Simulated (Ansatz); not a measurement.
# InSiH₇O: how energies converge with the basis set

Aim: see how fast density functionals converge with the basis set for InSiH₇O.

The runs use Ansatz 0.2.0, Gaussian basis; one geometry, several basis sets.

Plan: PBE0-D4/def2-SVP; ωB97M-V/def2-SVP; PBE0-D4/def2-QZVPP; ωB97M-V/def2-QZVPP; the functionals' def2-TZVPP values are taken from earlier runs.

**1. The relaxed structure**

The geometry comes from an earlier relaxation with PBE0-D4 in a triple-zeta def2 set; it is a stationary point, not always the lowest conformer. In takes the def2 core potential; no spin-orbit term is included.

SMILES `[SiH3][OH+][InH3-]`, 10 atoms, charge 0, spin multiplicity 1.

Atoms are counted from 1 here; the program's logs count them from 0.

Bond lengths: Si1–O2 1.677 Å, Si1–H4 1.476 Å, Si1–H5 1.484 Å, Si1–H6 1.482 Å, O2–In3 2.436 Å, O2–H7 0.960 Å, In3–H8 1.726 Å, In3–H9 1.735 Å, In3–H10 1.734 Å. Angles: O2–Si1–H4 105.1°, O2–Si1–H5 108.4°, O2–Si1–H6 110.5°, H4–Si1–H5 111.6°, H4–Si1–H6 111.5°, H5–Si1–H6 109.7°, Si1–O2–In3 122.2°, Si1–O2–H7 117.7°, In3–O2–H7 109.8°, O2–In3–H8 98.7°, O2–In3–H9 91.6°, O2–In3–H10 91.5°, H8–In3–H9 119.6°, H8–In3–H10 120.0°, H9–In3–H10 119.0°.

**2. PBE0-D4 in def2-SVP**

File in.yaml:

```yaml
crystal:
  periodic: [false, false, false]
  atoms:
    - {symbol: Si, position_ang: [-1.228960, 0.867606, -0.658984]}
    - {symbol: O, position_ang: [0.337420, 0.269128, -0.702629]}
    - {symbol: In, position_ang: [1.199504, -1.232861, 1.010109]}
    - {symbol: H, position_ang: [-2.084766, -0.311990, -0.425158]}
    - {symbol: H, position_ang: [-1.524012, 1.505155, -1.966560]}
    - {symbol: H, position_ang: [-1.373151, 1.866400, 0.426427]}
    - {symbol: H, position_ang: [1.033472, 0.862693, -0.994818]}
    - {symbol: H, position_ang: [1.138193, -2.709375, 0.117891]}
    - {symbol: H, position_ang: [-0.098307, -0.826470, 2.086852]}
    - {symbol: H, position_ang: [2.683607, -0.341486, 1.109970]}
basis:
  gaussian: {orbitals: def2-SVP}
hamiltonian: {xc: pbe0, dispersion: d4}
output: {orbitals: {seedname: orbitals}}
```

Command:

```bash
$ ansatz run in.yaml --threads 4 --pin off --events-out ev --progress --plain --max-ram 10444MiB
```

Further steps of the session: ωB97M-V in def2-SVP; PBE0-D4 in def2-QZVPP; ωB97M-V in def2-QZVPP.

**Question.** What will the summary of the whole plan be? Wanted: PBE0-D4: double and triple zeta above quadruple; ωB97M-V: double and triple zeta above quadruple.

**Answer**, as computed:

| quantity | value |
| --- | --- |
| PBE0-D4: double and triple zeta above quadruple | 6.20, 0.46 eV |
| ωB97M-V: double and triple zeta above quadruple | 6.34, 0.43 eV |

What this shows: For PBE0-D4 the step from double to triple zeta gains 5.74 eV and the next only 0.46 eV. These are total energies; as a rule much of such shifts cancels in differences, which this series doesn't test. The LUMO of ωB97M-V is positive and keeps falling with the basis (0.86 to 0.19 eV): an unbound level that the basis holds in place.
